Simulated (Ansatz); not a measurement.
# Cl2GeH4OSi: a ladder of functionals and wavefunction methods

Aim: compute Cl2GeH4OSi with functionals from several rungs and with coupled cluster. The yardstick is the atomisation energy at the CCSD(T) limit.

Method: functionals in def2-TZVPP, the program's frozen cores in correlated methods; program: Ansatz 0.2.0, Gaussian basis.

Plan: LDA (SPW92), PBE-D4, revPBE-D4, BLYP-D4, r2SCAN-D4, B97M-V, PBE0-D4, B3LYP-D4, r2SCANh-D4, r2SCAN0-D4, HSE06-D4, BHLYP-D4, CAM-B3LYP-D4, LC-ωPBE, ωB97X-V, ωB97M-V, B2PLYP, PBE-QIDH; CCSD(T)/def2-SVP; CCSD(T)/def2-TZVPP; MP2/def2-QZVPP; extrapolation to the limit; RPA on PBE.

## 1. Structure used throughout

The geometry comes from an earlier relaxation with PBE0-D4 in a triple-zeta def2 set; it is a stationary point, not always the lowest conformer.

SMILES `Cl[SiH](Cl)[O][GeH3]`, 9 atoms, charge 0, spin multiplicity 1.

Atoms are counted from 1 here; the program's logs count them from 0.

Bond lengths: Cl1–Si2 2.048 Å, Si2–Cl3 2.045 Å, Si2–O4 1.603 Å, Si2–H6 1.469 Å, O4–Ge5 1.792 Å, Ge5–H7 1.534 Å, Ge5–H8 1.532 Å, Ge5–H9 1.531 Å. Angles: Cl1–Si2–Cl3 107.4°, Cl1–Si2–O4 110.5°, Cl1–Si2–H6 109.0°, Cl3–Si2–O4 110.8°, Cl3–Si2–H6 108.9°, O4–Si2–H6 110.2°, Si2–O4–Ge5 135.2°, O4–Ge5–H7 108.2°, O4–Ge5–H8 106.7°, O4–Ge5–H9 104.8°, H7–Ge5–H8 112.1°, H7–Ge5–H9 112.4°, H8–Ge5–H9 112.2°.

## 2. LDA

This LDA is Slater exchange with PW92 correlation.

in.yaml

```yaml
crystal:
  periodic: [false, false, false]
  atoms:
    - {symbol: Cl, position_ang: [-1.700524, -1.243558, 1.514341]}
    - {symbol: Si, position_ang: [-0.695095, 0.520455, 1.247571]}
    - {symbol: Cl, position_ang: [0.915385, 0.504341, 2.508017]}
    - {symbol: O, position_ang: [-0.223414, 0.672101, -0.277399]}
    - {symbol: Ge, position_ang: [0.678292, -0.353398, -1.438478]}
    - {symbol: H, position_ang: [-1.577668, 1.634306, 1.619394]}
    - {symbol: H, position_ang: [1.606392, -1.277161, -0.639976]}
    - {symbol: H, position_ang: [-0.368028, -1.138534, -2.236744]}
    - {symbol: H, position_ang: [1.453159, 0.635146, -2.313624]}
basis:
  gaussian: {orbitals: def2-TZVPP}
hamiltonian: {xc: lda}
output: {orbitals: {seedname: orbitals}}
```

On the command line:

```bash
ansatz run in.yaml --threads 4 --pin off --events-out ev --progress --plain --max-ram 10444MiB
```

After this run come: PBE-D4 (GGA); revPBE-D4 (GGA); BLYP-D4 (GGA); r2SCAN-D4 (meta-GGA); B97M-V (meta-GGA); B3LYP-D4 (hybrid); r2SCANh-D4 (hybrid); r2SCAN0-D4 (hybrid); HSE06-D4 (hybrid); BHLYP-D4 (hybrid); CAM-B3LYP-D4 (range-separated); LC-ωPBE (range-separated); ωB97X-V (range-separated); ωB97M-V (range-separated); B2PLYP (double hybrid); PBE-QIDH (double hybrid); CCSD(T) in def2-SVP; CCSD(T) in def2-TZVPP; MP2 in def2-QZVPP; RPA on PBE orbitals.

**Question.** What will the summary of the whole plan be? Wanted: atomisation energy, CCSD(T)/CBS; farthest beyond LDA; mean size of error, GGA; mean size of error, meta-GGA; mean size of error, hybrid; mean size of error, range-separated; mean size of error, double hybrid; gap, smallest and largest; T1 diagnostic.

As calculated:

```
                               quantity                                                    value
        atomisation energy, CCSD(T)/CBS                                            2915.7 kJ/mol
 functionals within 29.2 kJ/mol (1.0 %)  PBE-D4, r2SCAN-D4, B97M-V, r2SCANh-D4, ωB97X-V, ωB97M-V
                    farthest beyond LDA                                 BHLYP-D4 (-108.2 kJ/mol)
                mean size of error, GGA                                              66.7 kJ/mol
           mean size of error, meta-GGA                                              14.3 kJ/mol
             mean size of error, hybrid                                              59.6 kJ/mol
    mean size of error, range-separated                                              29.0 kJ/mol
      mean size of error, double hybrid                                              57.6 kJ/mol
              gap, smallest and largest                6.22 eV (LDA (SPW92)), 13.78 eV (LC-ωPBE)
                          T1 diagnostic                                                   0.0109
triples share of the correlation energy                                                    3.8 %
```

What this shows: LDA overbinds by 362.4 kJ/mol (12 %). PBE-D4 is off by -27.4 kJ/mol. Double hybrids carry the basis error of their MP2 part in triple zeta, and no dispersion term here, so their miss is partly the set-up's. The rungs meta-GGA, range-separated miss on average by less than the doubt on the reference (29.2 kJ/mol), so they tie. Misses under about 29.2 kJ/mol are within the doubt on the reference itself, which lacks core-valence correlation, relativity and higher excitations, and its outer-core shells are covered unevenly. Hartree-Fock recovers 73 % of the binding; the rest is correlation. CCSD(T) in def2-SVP is off by -257.1 kJ/mol, worse than the median functional, from the basis alone. Orbital gaps span 6.2 to 13.8 eV; exact exchange widens them. Correlated methods include outer-core shells of Ge, which these sets cover unevenly.
